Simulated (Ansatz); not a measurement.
What does this script print? It uses the Python package of Ansatz (0.2.0).

Script `bgeh5o2s.py`:
```python
from pathlib import Path

import ansatz as az
import numpy as np


def main() -> None:
    geometry_ang = [
        ("O", (-1.3055, 0.8764, -1.4284)),
        ("B", (-0.3098, -0.0662, -1.1827)),
        ("S", (1.3095, 0.069, -2.0987)),
        ("O", (-0.4983, -1.1921, -0.3075)),
        ("Ge", (-0.0752, -0.6801, 1.3179)),
        ("H", (-1.2085, 1.6433, -0.7625)),
        ("H", (1.9312, 0.846, -1.0506)),
        ("H", (-0.3111, -1.8002, 2.3379)),
        ("H", (-0.8893, 0.5926, 1.8028)),
        ("H", (1.4399, -0.3398, 1.3747)),
    ]
    geometry = az.Crystal.molecule()
    for symbol, xyz in geometry_ang:
        geometry = geometry.atom(symbol, xyz)

    model = geometry.calculation().basis(gaussian="def2-SVP")

    print("functional    E (Ha)        dipole (D)   HOMO (eV)  LUMO (eV)")
    for name in ["r2scan", "hse06", "pbe", "pbe0"]:
        data = model.functional(name).forces().orbitals().run(threads=1, runs_dir="runs").report
        lines = Path(data["orbitals_path"]).read_text().splitlines()
        field_of = lambda key: [line.split("=")[1].strip() for line in lines if line.startswith(key)]
        orbitals = [(27.211386 * float(e), s, float(n)) for e, s, n in zip(field_of("Ene="), field_of("Spin="), field_of("Occup="))]
        homo = max(e for e, _, n in orbitals if n > 0.5)
        lumo = min(e for e, _, n in orbitals if n < 0.5)
        dipole = 4.803205 * np.linalg.norm(data["charge_distribution"]["dipole_moment_e_ang"])
        print(f"{name:10s} {data['free_energy_ev'] / 27.211386246:14.6f} {dipole:9.3f} {homo:11.3f} {lumo:10.3f}")


if __name__ == "__main__":
    main()
```

```console
$ python bgeh5o2s.py
functional    E (Ha)        dipole (D)   HOMO (eV)  LUMO (eV)
r2scan       -2652.943474     3.455      -5.883     -1.756
hse06        -2652.452481     3.473      -6.492     -1.492
pbe          -2652.372741     3.270      -5.521     -2.072
pbe0         -2652.467632     3.480      -6.899     -1.106
```

Total energies depend on the basis set; only differences at equal settings carry meaning. The geometry is a force-field or estimated start, not a minimum of this method, and the basis set is short of its limit. A lower total doesn't mark the better method: functionals have no common bound, and MP2 and coupled cluster aren't variational. Levels such as HOMO and LUMO are orbital energies: with these approximate functionals they aren't the ionisation energy and electron affinity, and their gap isn't the fundamental gap. hse06 follows the composition of plane-wave codes, whose totals differ by tens of mHa, up to about 0.1 Ha, from the form usual in Gaussian-basis programs (wpbeh). Run time: 29 s on 1 thread of Arm Neoverse V1 (shared host), peak memory 0.36 GiB.
